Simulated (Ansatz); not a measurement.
Run this with Ansatz 0.2.0, Python API and show what comes out.

Script `run_vcrelax.py`:
```python
# -*- coding: utf-8 -*-
import json
import logging
import sys
import warnings

import ansatz as az
from ase import Atoms
from ase.io import write
from ase.neighborlist import neighbor_list
import numpy as np

logging.basicConfig(stream=sys.stdout, format="%(levelname)s %(message)s")
logger = logging.getLogger("run")
logger.setLevel(logging.INFO)

def edges_and_angles(cell):
    cell = np.asarray(cell)
    a, b, c = np.linalg.norm(cell, axis=1)
    cosines = cell[1] @ cell[2] / (b * c), cell[0] @ cell[2] / (a * c), cell[0] @ cell[1] / (a * b)
    return (a, b, c, *np.degrees(np.arccos(cosines)))

warnings.simplefilter("ignore", az.DeckWarning)

structure = (
    az.Lattice.bcc(6.96834)
    .space_group(206)
    .atom("Ge", (0.14945, 0.64945, 0.85055))
    .primitive()
)

base = (
    structure.calculation()
    .functional(az.Functional.LDA)
    .basis(420)
    .kpoints(5, 5, 5)
    .occupations("cold", width=0.15)
    .scf(tolerance=1e-09)
    .relax(force_tolerance=0.005, max_steps=40, pressure=2)
)
outcome = base.run(threads=1, backend="cpu", events_out="stream.ndjson")
with open("stream.ndjson") as stream:
    events = [json.loads(line) for line in stream]
steps = [e["data"] for e in events if e["event"] == "relax_step"]
r = outcome.report
for s in steps:
    flag = "" if s["accepted"] else "  (rejected)"
    logger.info("step %2d  E = %.5f eV  largest force component = %.4f eV/A%s" % (s["step"], s["lagrangian_ev"], s["allowed_force_max_ev_ang"], flag))

first, last = steps[0], steps[-1]
symbols = [site.symbol for site in outcome.lattice.sites]
logger.info(f"energy gained {first['lagrangian_ev'] - last['lagrangian_ev']:.4f} eV in {len(steps) - 1} steps")
for label, vectors in (("before", first["cell_ang"]), ("after", outcome.lattice.cell_ang)):
    print(label, "a b c (A) {:.4f} {:.4f} {:.4f}  angles {:.2f} {:.2f} {:.2f}".format(*edges_and_angles(vectors)), f" V = {abs(np.linalg.det(vectors)):.3f} A^3")
print("final stress xx yy zz (GPa, compression positive):", np.round(np.diag(r["stress_gpa"]), 3) + 0.0)

final = Atoms(symbols, positions=last["positions_ang"], cell=outcome.lattice.cell_ang, pbc=True)
i, j, d = neighbor_list("ijd", final, 4.5)
logger.info("neighbours within 1.2 times the shortest distance of each atom (A)")
for atom in range(len(final)):
    near = [m for m in np.argsort(d) if i[m] == atom]
    shell = [m for m in near if d[m] < 1.2 * d[near[0]]]
    print(f"{symbols[atom]}{atom} ({len(shell)}):", ", ".join(f"{symbols[j[m]]} {d[m]:.3f}" for m in shell))

relaxed = Atoms(symbols, positions=[site.position_ang for site in outcome.lattice.sites], cell=outcome.lattice.cell_ang, pbc=True)
write("relaxed.extxyz", relaxed, format="extxyz")

logger.info("%-22s %14.5f eV" % ("F = E - TS", r["free_energy_ev"]))
logger.info("%-22s %14.5f eV" % ("E", r["internal_energy_ev"]))
logger.info("%-22s %14.5f eV" % ("Harris-Foulkes", r["harris_foulkes_ev"]))
logger.info("%-22s %14.5f eV" % ("Fermi level", r["fermi_energy_ev"]))

used = r["setup"]
print("cutoffs (eV):", used["ecut_ev"], used["ecutrho_ev"], " FFT grid:", used["fft_dense"])
logger.info("cell volume {:.3f} A^3, {} symmetry operations".format(used["cell_volume_ang3"], used["n_sym_ops"]))
```

```console
$ python run_vcrelax.py
INFO step  1  E = -33724.73280 eV  largest force component = 0.0746 eV/A
INFO step  2  E = -33724.77468 eV  largest force component = 0.0437 eV/A
INFO step  3  E = -33724.77436 eV  largest force component = 0.0073 eV/A
INFO step  4  E = -33724.77461 eV  largest force component = 0.0001 eV/A
INFO step  5  E = -33724.77211 eV  largest force component = 0.0002 eV/A
INFO energy gained 0.0393 eV in 4 steps
before a b c (A) 6.0348 6.0348 6.0348  angles 109.47 109.47 109.47  V = 169.183 A^3
after a b c (A) 5.8944 5.8944 5.8944  angles 109.47 109.47 109.47  V = 157.651 A^3
final stress xx yy zz (GPa, compression positive): [2.007 2.007 2.007]
INFO neighbours within 1.2 times the shortest distance of each atom (A)
Ge0 (4): Ge 2.426, Ge 2.444, Ge 2.444, Ge 2.444
Ge1 (4): Ge 2.426, Ge 2.444, Ge 2.444, Ge 2.444
Ge2 (4): Ge 2.426, Ge 2.444, Ge 2.444, Ge 2.444
Ge3 (4): Ge 2.426, Ge 2.444, Ge 2.444, Ge 2.444
Ge4 (4): Ge 2.426, Ge 2.444, Ge 2.444, Ge 2.444
Ge5 (4): Ge 2.426, Ge 2.444, Ge 2.444, Ge 2.444
Ge6 (4): Ge 2.426, Ge 2.444, Ge 2.444, Ge 2.444
Ge7 (4): Ge 2.426, Ge 2.444, Ge 2.444, Ge 2.444
INFO F = E - TS               -33724.77211 eV
INFO E                        -33724.76733 eV
INFO Harris-Foulkes           -33724.77211 eV
INFO Fermi level                  10.12475 eV
cutoffs (eV): 420.0 1680.0  FFT grid: [40, 40, 40]
INFO cell volume 157.651 A^3, 24 symmetry operations
```

File `relaxed.extxyz` afterwards:
```text
8
Lattice="-3.403131839803487 3.403131839803487 3.403131839803487 3.403131839803487 -3.403131839803487 3.403131839803487 3.403131839803487 3.403131839803487 -3.403131839803487" Properties=species:S:1:pos:R:3 pbc="T T T"
Ge       1.00117875       4.40431059      -1.00117875
Ge       1.00117875       1.00117875       1.00117875
Ge       4.40431059      -1.00117875       1.00117875
Ge       4.40431059       2.40195309      -1.00117875
Ge      -1.00117875       4.40431059       2.40195309
Ge       2.40195309       2.40195309       2.40195309
Ge      -1.00117875       1.00117875       4.40431059
Ge      -1.00117875       2.40195309       1.00117875
```

Total energies depend on the potentials; only differences at equal settings carry meaning. A total without «per atom» is that of the cell as typed. Part of the cell is held or a pressure is applied, so the end point needn't be the zero-pressure lattice. At a fixed pressure a relaxation lowers the enthalpy F + PV, while F alone can rise. The mesh is modest for a metal, so energies can be off by several to tens of meV an atom and pressures by half a GPa or more; differences at equal mesh fare better. Only differences from the Fermi energy are physical; the zero of the scale is a convention. Energies along a relaxation are free energies. Rows at an unchanged volume are solved on a plane-wave basis chosen afresh for that cell, so the energy jumps there and such rows are no steps of the walk. The program warned that this SCF threshold is loose for forces or stresses. Edges and angles are those of the cell as typed, here a primitive one, not of the conventional cell. Symmetry holds the cell in this phase, whether or not it is the stable one at this pressure. This isn't the structure that Ge takes at ambient conditions. The script silences the warnings on its input, which a real study should read. The whole script took 35 s on 1 thread of Arm Neoverse V1 (shared host), peak memory 0.56 GiB.
